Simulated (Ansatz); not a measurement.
# CH5Cl2InO: the cost of one run

Computed with Ansatz 0.2.0, Gaussian basis. Level: the settings change from run to run.

**1. The molecule**

The structure was relaxed beforehand with PBE0-D4 in a triple-zeta def2 set. In takes a core potential in def2 sets; no spin-orbit term is included.

SMILES `[CH3][In-]([OH2+])([Cl])[Cl]`, 10 atoms, charge 0, spin multiplicity 1.

Atoms are counted from 1 here; the program's logs count them from 0.

Bond lengths: C1–In2 2.125 Å, C1–H6 1.089 Å, C1–H7 1.090 Å, C1–H8 1.089 Å, In2–O3 2.340 Å, In2–Cl4 2.361 Å, In2–Cl5 2.361 Å, O3–H9 0.967 Å, O3–H10 0.967 Å. Angles: In2–C1–H6 109.4°, In2–C1–H7 108.8°, In2–C1–H8 109.6°, H6–C1–H7 109.3°, H6–C1–H8 109.9°, H7–C1–H8 109.8°, C1–In2–O3 111.0°, C1–In2–Cl4 123.7°, C1–In2–Cl5 123.3°, O3–In2–Cl4 86.6°, O3–In2–Cl5 86.5°, Cl4–In2–Cl5 110.2°, In2–O3–H9 102.5°, In2–O3–H10 102.2°, H9–O3–H10 106.2°.

**2. B3LYP/def2-TZVPP**

This run has relativity set to scalar, high accuracy.

File in.yaml:

```yaml
crystal:
  periodic: [false, false, false]
  atoms:
    - {symbol: C, position_ang: [-1.776920, -0.407296, 0.470924]}
    - {symbol: In, position_ang: [-0.082463, 0.475740, -0.459985]}
    - {symbol: O, position_ang: [1.903046, -0.465965, 0.343037]}
    - {symbol: Cl, position_ang: [0.679557, -0.104743, -2.617596]}
    - {symbol: Cl, position_ang: [0.814478, 2.561376, 0.189124]}
    - {symbol: H, position_ang: [-2.550257, 0.347842, 0.605573]}
    - {symbol: H, position_ang: [-1.480345, -0.796191, 1.444791]}
    - {symbol: H, position_ang: [-2.154643, -1.217297, -0.150813]}
    - {symbol: H, position_ang: [2.339869, -0.756539, -0.469442]}
    - {symbol: H, position_ang: [2.390678, 0.311972, 0.647287]}
basis:
  gaussian: {orbitals: def2-TZVPP}
hamiltonian: {xc: {name: B3LYP}, pseudopotentials: {relativity: scalar}}
accuracy: high
output: {forces: true}
```

Command:

```
$ ansatz run in.yaml --threads 4 --pin off --events-out ev --progress --plain --max-ram 10444MiB
```

What time and memory should one allow on 4 threads of Arm Neoverse V1, shared host?

About 25 s, with a peak of 2.1 GiB.
